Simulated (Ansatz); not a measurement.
**Ta (sc type): a single-point run**

Wanted: a converged single-point run for Ta (sc type), and a check of what comes out.

Program: Ansatz 0.2.0. Level of theory: DFT, LDA, PAW with Ansatz's default frozen-core files, scalar-relativistic. These are calculated values, not measurements.

### Step 1. The starting structure

Symmetry: Pm-3m, No. 221, cubic system. The conventional cell has a = 2.263 Å, b = 2.263 Å, c = 2.263 Å, α = 90.00°, β = 90.00°, γ = 90.00°. Ta (site symmetry m-3m) has 6 Ta at 2.26 Å in its first shell of neighbours.

As a file:

```xyz
1
Lattice="2.2629 0.0000 0.0000 0.0000 2.2629 0.0000 0.0000 0.0000 2.2629" Properties=species:S:1:pos:R:3 pbc="T T T"
Ta    0.0000    0.0000    0.0000
```

### Step 2. The run

input.yaml reads:

```yaml
crystal:
  lattice:
    - [2.2628938203, 0.0, 0.0]
    - [0.0, 2.2628938203, 0.0]
    - [0.0, 0.0, 2.2628938203]
  atoms:
    - { symbol: Ta, position: [0.0, 0.0, 0.0] }
kpoints:
  mp_grid: { grid: [14, 14, 14] }
  band_path:
    path:
      - [0.0, 0.0, 0.0]
      - [0.0, 0.5, 0.0]
      - [0.5, 0.5, 0.0]
      - [0.0, 0.0, 0.0]
      - [0.5, 0.5, 0.5]
      - [0.0, 0.5, 0.0]
      - [0.5, 0.5, 0.5]
      - [0.5, 0.5, 0.0]
    npoints: 8
scf:
  occupations: { method: fermi_dirac, width: 0.05 }
  max_iter: 60
hamiltonian:
  xc: lda
  pseudopotentials: { kind: paw }
output:
  FORCES: true
  stress: true
  eigenvalues: true
  populations: true
```

The run is started by

```console
$ ansatz run input.yaml --threads 1 --pin off --max-ram 2048MiB --backend cpu --events-out ev --progress --plain --runs-dir out
```

What happens when this is run?

The run ended at the input check. Its message: «line 28 column 3: unknown field `FORCES`, expected one of write_density, write_potential, write_potential_components, volumetric_format, ...»

Look at the input: output.FORCES is true. The parser met a name that isn't among its keywords: a slip in spelling.

Remedy: write the keyword in its listed form.
